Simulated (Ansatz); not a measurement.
# AlHOF2 (SMILES [OH][Al]([F])[F]): levels of theory compared

Aim: a comparison of 4 runs (HF/STO-3G, B3LYP/6-31G*, PBE0/def2-SVP, MP2/def2-TZVP) of AlHOF2. 

Program for the calculation: Ansatz 0.2.0.

3 further runs of the same task are left out: 1 that didn't finish, 2 set aside as unsound or not needed.

### 1 The structure to begin with

AlHOF2: 5 atoms, total charge 0, spin state singlet. SMILES: `[OH][Al]([F])[F]`. Geometry: relaxed at PBE0-D4/def2-TZVP.

Bond lengths: O1–Al2 1.674 Å, Al2–F3 1.633 Å, Al2–F4 1.638 Å, O1–H5 0.955 Å. Angles: O1–Al2–F3 119.1°, O1–Al2–F4 122.4°, F3–Al2–F4 118.6°, Al2–O1–H5 123.7°.

### 2 Energy and forces at HF/STO-3G (run 1)

Input file job.yaml:

```yaml
crystal:
  periodic: [false, false, false]
  atoms:
    - {symbol: O, position_ang: [0.004500, 1.227000, 0.002400]}
    - {symbol: Al, position_ang: [0.185700, -0.435200, 0.092100]}
    - {symbol: F, position_ang: [1.487400, -1.050600, 0.862600]}
    - {symbol: F, position_ang: [-0.897900, -1.471800, -0.566700]}
    - {symbol: H, position_ang: [-0.729900, 1.657100, -0.431800]}
basis:
  gaussian: {orbitals: STO-3G}
hamiltonian: {xc: hf}
accuracy: high
output: {forces: true, orbitals: {seedname: orbitals}}
```

Run with:

```
ansatz run job.yaml --threads 1 --pin off --max-ram 2610MiB --events-out events.jsonl --progress --plain --runs-dir runs
```

The program printed:

```text
Warning: RAYON_NUM_THREADS=1 ignored (pool sized by the plan → 1); use --threads N
Functional definition: HF
  name "HF"
  exchange = exact_x
  correlation = 0
474 factors; integrals over basis functions are off by at most 3.1e-8 eV
mean field evaluation 1: about -13863.9916 eV, gradient 3.0e1 eV
mean field evaluation 2: about -13864.0305 eV, gradient 3.0e1 eV
mean field evaluation 4: about -13867.5448 eV, gradient 1.3e0 eV
mean field evaluation 8: about -13867.5516 eV, gradient 3.2e-2 eV
mean field -13867.55157542 eV, -509.6231206326 hartree, gradient 2.0e-8 eV, S^2 0.000000; 0 other end points of the search recorded, 0 dependent functions left out
the calculation of the forces begins
reference -13867.55157542 eV, -509.6231206326 hartree; 20, 20 occupied and 5, 5 virtual orbitals, 474 factors
Total energy: -13867.55157542 eV, -509.6231206326 hartree
Atom 0 at     0.004500     1.227000     0.002400 Å, force     1.964157    -1.286214     1.159603 eV/Å
Atom 1 at     0.185700    -0.435200     0.092100 Å, force    -0.416826    -0.147389    -0.251260 eV/Å
Atom 2 at     1.487400    -1.050600     0.862600 Å, force    -0.986060     0.541909    -0.582628 eV/Å
Atom 3 at    -0.897900    -1.471800    -0.566700 Å, force     0.870734     0.887933     0.530082 eV/Å
Atom 4 at    -0.729900     1.657100    -0.431800 Å, force    -1.432005     0.003762    -0.855798 eV/Å
Dipole moment:    -0.209863     0.093611    -0.124317 e Å
```

It took 0.36 s on 1 thread of Arm Neoverse V1, shared host.

### 3 Energy and gradient at B3LYP/6-31G(d) (spherical functions) (run 2)

job.yaml: that of step 2 with these lines changed.

```diff
@@ -9,5 +9,5 @@
 basis:
-  gaussian: {orbitals: STO-3G}
-hamiltonian: {xc: hf}
+  gaussian: {orbitals: 6-31G_st_-spherical.json}
+output: {forces: true, orbitals: {seedname: orbitals}}
+hamiltonian: {xc: {name: B3LYP}}
 accuracy: high
-output: {forces: true, orbitals: {seedname: orbitals}}
```

The basis set 6-31G* is read from a file made from the Basis Set Exchange's data (not shown).

Run with:

```
ansatz run job.yaml --threads 1 --pin off --max-ram 2610MiB --events-out events.jsonl --progress --plain --runs-dir runs
```

The program printed (excerpt; [...] marks lines left out):

```text
Warning: RAYON_NUM_THREADS=1 ignored (pool sized by the plan → 1); use --threads N
Functional definition: B3LYP
  name "B3LYP"
[...]
1246 factors; integrals over basis functions are off by at most 3.3e-9 eV
[...]
mean field -14098.91157034 eV, -518.1254436247 hartree, gradient 1.9e-8 eV, S^2 0.000000; 0 other end points of the search recorded, 0 dependent functions left out
[...]
reference -14098.91160689 eV, -518.1254449677 hartree; 20, 20 occupied and 42, 42 virtual orbitals, 1246 factors
Total energy: -14098.91160689 eV, -518.1254449677 hartree
Atom 0 at     0.004500     1.227000     0.002400 Å, force     0.303868     0.391367     0.185941 eV/Å
Atom 1 at     0.185700    -0.435200     0.092100 Å, force    -0.018978    -0.204325    -0.013905 eV/Å
Atom 2 at     1.487400    -1.050600     0.862600 Å, force     0.286486    -0.132231     0.169779 eV/Å
Atom 3 at    -0.897900    -1.471800    -0.566700 Å, force    -0.227434    -0.224833    -0.138274 eV/Å
Atom 4 at    -0.729900     1.657100    -0.431800 Å, force    -0.343941     0.170022    -0.203541 eV/Å
Dipole moment:    -0.287825     0.260416    -0.169052 e Å
```

Run time: 5.1 s. Hardware: 1 thread of Arm Neoverse V1, shared host; peak memory 0.17 GiB.

### 4 Energy and gradient at PBE0/def2-SVP (run 3)

Input file run.yaml:

```yaml
crystal:
  periodic: [false, false, false]
  atoms:
    - {symbol: O, position_ang: [0.004500, 1.227000, 0.002400]}
    - {symbol: Al, position_ang: [0.185700, -0.435200, 0.092100]}
    - {symbol: F, position_ang: [1.487400, -1.050600, 0.862600]}
    - {symbol: F, position_ang: [-0.897900, -1.471800, -0.566700]}
    - {symbol: H, position_ang: [-0.729900, 1.657100, -0.431800]}
basis:
  gaussian:
    orbitals: def2-SVP
hamiltonian:
  xc: {name: PBE0}
accuracy: high
output:
  forces: true
  orbitals: {seedname: orbitals}
```

Run with:

```
ansatz run run.yaml --threads 1 --pin off --max-ram 2610MiB --events-out events.jsonl --progress --plain --runs-dir runs
```

The program printed (excerpt; [...] marks lines left out):

```text
Warning: RAYON_NUM_THREADS=1 ignored (pool sized by the plan → 1); use --threads N
Functional definition: PBE0
  name "PBE0"
[...]
1274 factors; integrals over basis functions are off by at most 3.6e-9 eV
[...]
mean field -14080.78932828 eV, -517.4594635124 hartree, gradient 8.2e-8 eV, S^2 0.000000; 0 other end points of the search recorded, 0 dependent functions left out
[...]
reference -14080.78933101 eV, -517.4594636126 hartree; 20, 20 occupied and 45, 45 virtual orbitals, 1274 factors
Total energy: -14080.78933101 eV, -517.4594636126 hartree
Atom 0 at     0.004500     1.227000     0.002400 Å, force     0.042585     0.122689     0.026750 eV/Å
Atom 1 at     0.185700    -0.435200     0.092100 Å, force    -0.026636     0.250085    -0.013369 eV/Å
Atom 2 at     1.487400    -1.050600     0.862600 Å, force     0.404370    -0.206139     0.239350 eV/Å
Atom 3 at    -0.897900    -1.471800    -0.566700 Å, force    -0.309855    -0.297605    -0.188319 eV/Å
Atom 4 at    -0.729900     1.657100    -0.431800 Å, force    -0.110465     0.130971    -0.064412 eV/Å
Dipole moment:    -0.288112     0.283067    -0.168962 e Å
```

It took 4.5 s on 1 thread of Arm Neoverse V1, shared host; peak memory 0.17 GiB.

### 5 Energy and gradient at MP2/def2-TZVP (run 4)

Input file molecule.yaml:

```yaml
crystal:
  periodic: [false, false, false]
  atoms:
    - {symbol: O, position_ang: [0.004500, 1.227000, 0.002400]}
    - {symbol: Al, position_ang: [0.185700, -0.435200, 0.092100]}
    - {symbol: F, position_ang: [1.487400, -1.050600, 0.862600]}
    - {symbol: F, position_ang: [-0.897900, -1.471800, -0.566700]}
    - {symbol: H, position_ang: [-0.729900, 1.657100, -0.431800]}
basis:
  gaussian:
    orbitals: def2-TZVP
accuracy: high
correlation:
  method: mp2
  frozen_orbitals: {Al: 5, F: 1, H: 0, O: 1}
output:
  forces: true
  orbitals: {seedname: orbitals}
```

Run with:

```
ansatz run molecule.yaml --threads 1 --pin off --max-ram 2610MiB --events-out events.jsonl --progress --plain --runs-dir runs
```

The program printed (excerpt; [...] marks lines left out):

```text
Warning: RAYON_NUM_THREADS=1 ignored (pool sized by the plan → 1); use --threads N
[... 2 set-up lines as earlier in the session ...]
[...]
2227 factors; integrals over basis functions are off by at most 3.7e-8 eV
[...]
mean field -14057.31394598 eV, -516.5967591251 hartree, gradient 1.7e-8 eV, S^2 0.000000; 0 other end points of the search recorded, 0 dependent functions left out
8 core orbitals not correlated: weight in the atoms' cores, before any rotation towards them, 1.000 or more for the frozen orbitals, at most 0.000 for the correlated occupied ones
reference -14057.31394598 eV, -516.5967591251 hartree; 12, 12 occupied and 116, 116 virtual orbitals, 2227 factors
second order -22.10984885 eV of doubles, -0.00000000 eV of singles
[...]
Total energy: -14079.42379483 eV, -517.4092810837 hartree
Atom 0 at     0.004500     1.227000     0.002400 Å, force     0.129974     0.190053     0.079720 eV/Å
Atom 1 at     0.185700    -0.435200     0.092100 Å, force    -0.006837    -0.052999    -0.004979 eV/Å
Atom 2 at     1.487400    -1.050600     0.862600 Å, force     0.199176    -0.087217     0.118150 eV/Å
Atom 3 at    -0.897900    -1.471800    -0.566700 Å, force    -0.161532    -0.159816    -0.098183 eV/Å
Atom 4 at    -0.729900     1.657100    -0.431800 Å, force    -0.160781     0.109979    -0.094708 eV/Å
Dipole moment:    -0.272927     0.267954    -0.160054 e Å
```

Run time: 16 s. Hardware: 1 thread of Arm Neoverse V1, shared host; peak memory 0.55 GiB.

### 6 Overview of the runs

```csv
run,level,frozen core orbitals,energy (Eh),dipole moment (D),HOMO energy (eV),LUMO energy (eV),wall time
1,HF/STO-3G,–,-509.623121,1.25,-9.26,10.37,0.36 s
2,B3LYP/6-31G* (spherical functions),–,-518.125445,2.03,-9.18,-1.16,5.1 s
3,PBE0/def2-SVP,–,-517.459464,2.10,-9.64,-0.84,4.5 s
4,MP2/def2-TZVP,8,-517.409281,1.99,-14.36,1.76,16 s
```

### 7 Results

| quantity | value |
| --- | --- |
| run 4: total energy | -517.40928 Eh |
| run 4: dipole moment (correlated density) | 1.99 D |
| run 4: HOMO energy (Hartree–Fock orbitals) | -14.36 eV |
| run 4: LUMO energy (Hartree–Fock orbitals) | 1.76 eV |
| run 4: HOMO–LUMO gap (Hartree–Fock orbitals) | 16.12 eV |
| run 4: correlation energy (8 core orbitals frozen) | -812.5 mEh |
| run 4: largest force on an atom | 0.248 eV/Å |

The dipole moment (its size) runs from 1.25 D (HF/STO-3G) to 2.10 D (PBE0/def2-SVP). The two ends differ in method and basis. Over runs 1, 2, 3 the HOMO–LUMO gap runs from 8.02 eV (B3LYP/6-31G*) to 19.63 eV (HF/STO-3G). Totals of different functionals can't be ranked against each other. In run 1 the basis is minimal, so the values are rough. All runs together took 26 s, the longest 16 s.
